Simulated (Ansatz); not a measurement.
# TaRu5: the cost of one run

Program: Ansatz 0.2.0. Level of theory: DFT PBE, scalar-relativistic, plane waves, PAW, unless a step names another level. These are calculated values, not measurements.

1 further run of the same task is left out (set aside as unsound or not needed). Runs told in other sessions of the task aren't counted.

## Step 1: Starting point

The structure is hexagonal, space group P-62m (No. 189). Conventional cell: a = 4.788 Å, b = 4.788 Å, c = 4.375 Å, α = 90.00°, β = 90.00°, γ = 120.00°. Ta (site symmetry -62m) is surrounded by 12 Ru at 2.74 to 2.76 Å. Ru (site symmetry m2m) has 10 Ru at 2.69 to 2.87 Å and 2 Ta at 2.74 Å in its first shell of neighbours. Ru (site symmetry -6) is surrounded by 9 Ru at 2.69 to 2.76 Å and 3 Ta at 2.76 Å.

Coordinates:

```xyz
6
Lattice="4.7882 0.0000 0.0000 -2.3941 4.1467 0.0000 0.0000 0.0000 4.3748" Properties=species:S:1:pos:R:3 pbc="T T T"
Ta    0.0000    0.0000    2.1874
Ru   -1.5653    2.7111    0.0000
Ru    3.1305    0.0000    0.0000
Ru    0.8289    1.4356    0.0000
Ru    0.0000    2.7645    2.1874
Ru    2.3941    1.3822    2.1874
```

It is the end of an earlier relaxation with the same method, from a generated guess; it is a trial structure. At a tolerance of 0.05 Å it has space group P-62m (No. 189); it has 14.48 Å³/atom, an uncorrected energy of -0.10 eV/atom over the elements.

## Step 2: Bands, states and charges

input.yaml reads:

```yaml
crystal:
  lattice:
    - [4.7882322936, 2.89e-08, 0.0]
    - [-2.3941161718, 4.1467307911, 0.0]
    - [0.0, 0.0, 4.3748131]
  atoms:
    - { symbol: Ta, position: [0.0, 0.0, 0.5] }
    - { symbol: Ru, position: [0.0, 0.653791, 0.0] }
    - { symbol: Ru, position: [0.653791, 0.0, 0.0] }
    - { symbol: Ru, position: [0.346209, 0.346209, 0.0] }
    - { symbol: Ru, position: [0.3333333333, 0.6666666667, 0.5] }
    - { symbol: Ru, position: [0.6666666667, 0.3333333333, 0.5] }
basis:
  ecutwfc: 420
kpoints:
  mp_grid: { grid: [12, 12, 8] }
  band_path:
    path:
      - [[0.0, 0.0, 0.0], [0.5, 0.0, 0.0], [0.33333333, 0.33333333, 0.0], [0.0, 0.0, 0.0], [0.0, 0.0, 0.5], [0.5, 0.0, 0.5], [0.33333333, 0.33333333, 0.5], [0.0, 0.0, 0.5]]
      - [[0.5, 0.0, 0.5], [0.5, 0.0, 0.0]]
      - [[0.33333333, 0.33333333, 0.5], [0.33333333, 0.33333333, 0.0]]
    npoints: 14
hamiltonian:
  xc: pbe
scf:
  occupations: { method: gaussian, width: 0.1 }
  n_extra_bands: 15
output:
  forces: true
  stress: true
  eigenvalues: true
  populations: true
  dos: { projected: true, de: 0.02, nscf_kmesh: { grid: [15, 15, 10] } }
  bader: true
  write_density: true
  write_potential: true
  elf: true
  volumetric_format: npy
```

Launch:

```sh
$ ansatz run input.yaml --threads 4 --pin off --max-ram 8192MiB --backend cpu --events-out ev --progress --plain --runs-dir out
```

Q: Estimate wall time and peak memory on 4 threads of Intel Xeon 6975P-C (Granite Rapids), shared host.

About 26 s, with a peak of 0.93 GiB.
